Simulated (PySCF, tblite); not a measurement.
# C4H4F3S radical: geometry, infrared bands and EPR parameters

What infrared bands and EPR parameters should C4H4F3S radical (`FC(F)(F)C1([S])CC1`) show?

Programs: tblite 0.8.0 and PySCF 2.14.0, with density-fitted response routines of our own. Each step states its level of theory. These are calculated values for one molecule in the gas phase, unless marked as measured. Atoms are numbered from 0 throughout.

## Step 1: The molecule as given

12 atoms, charge 0, multiplicity 2; geometry from: force field or distance geometry start.

Bonds of the start (Å): F0–C1 1.38, C1–F2 1.41, C1–F3 1.39, C1–C4 1.50, C4–S5 1.76, C4–C6 1.49, C6–C7 1.51, C7–C4 1.53, C6–H8 1.10, C6–H9 1.13, C7–H10 1.10, C7–H11 1.10.

## Step 2: Optimising the geometry with GFN2-xTB

Job settings and geometry (Å):

```
{"job": {"kind": "relax", "xc": "GFN2-xTB", "basis": "xTB"}, "charge": 0, "multiplicity": 2}
F      1.376000     0.403000    -1.474300
C      1.391100    -0.128700    -0.196900
F      1.997100     0.824000     0.648700
F      2.229800    -1.227700    -0.109800
C      0.033400    -0.345200     0.393000
S      0.023600    -1.025800     2.011900
C     -1.200300    -0.499700    -0.423800
C     -0.850900     0.872600     0.096600
H     -1.193100    -0.737200    -1.499900
H     -2.039300    -1.013600     0.133800
H     -0.468100     1.611400    -0.629700
H     -1.298100     1.266200     1.024500
```

Run with:

```sh
OMP_NUM_THREADS=1 python probes_run.py task.json out
```

This one command runs all jobs of the session in turn.

**Question.** This job is followed by: GFN2-xTB harmonic vibrations, gas phase; UKS B3LYP, pcH-1 on C F H S, non-relativistic, mean-field spin-orbit, GIAO. Predict these results of the whole session: strongest single infrared mode (GFN2-xTB); zero-point energy (GFN2-xTB); g(iso) (B3LYP); ⟨S²⟩; largest a(iso) (averaged by class); potential on the surface of density 0.002 e/bohr³, 1st and 99th percentile; property runs in this session.

The runs gave:

| quantity | value |
| --- | --- |
| strongest single infrared mode (GFN2-xTB) | 1065 cm⁻¹, 238 km/mol |
| zero-point energy (GFN2-xTB) | 46.4 kcal/mol |
| g(iso) (B3LYP) | 2.06904 |
| ⟨S²⟩ | 0.753 (exact 0.75) |
| largest a(iso) (averaged by class) | 13C on C6, C7, 23.2 MHz |
| potential on the surface of density 0.002 e/bohr³, 1st and 99th percentile | -0.78 V and 1.20 V |
| property runs in this session | 1, of which 0 failed and 1 gave unsound results |

What this shows: Relaxing lowered the energy by 0.499 eV in 61 steps; the close pair that moved most is C1–F2, from 1.411 to 1.339 Å. All 30 modes are real, so the xTB geometry is a minimum. GFN2-xTB is a fitted tight-binding method: band positions and strengths are rough. Its intensities can rank the bands wrongly. Most of the unpaired spin sits on S5 (0.92 e). The isotropic g lies 66.7 ppt above the free-electron value. These values are not to be trusted: the run shows nearly degenerate orbitals, where second-order g theory doesn't apply. The conformer search found further structures of the same energy, which may be mirror or relabelled copies of this one.
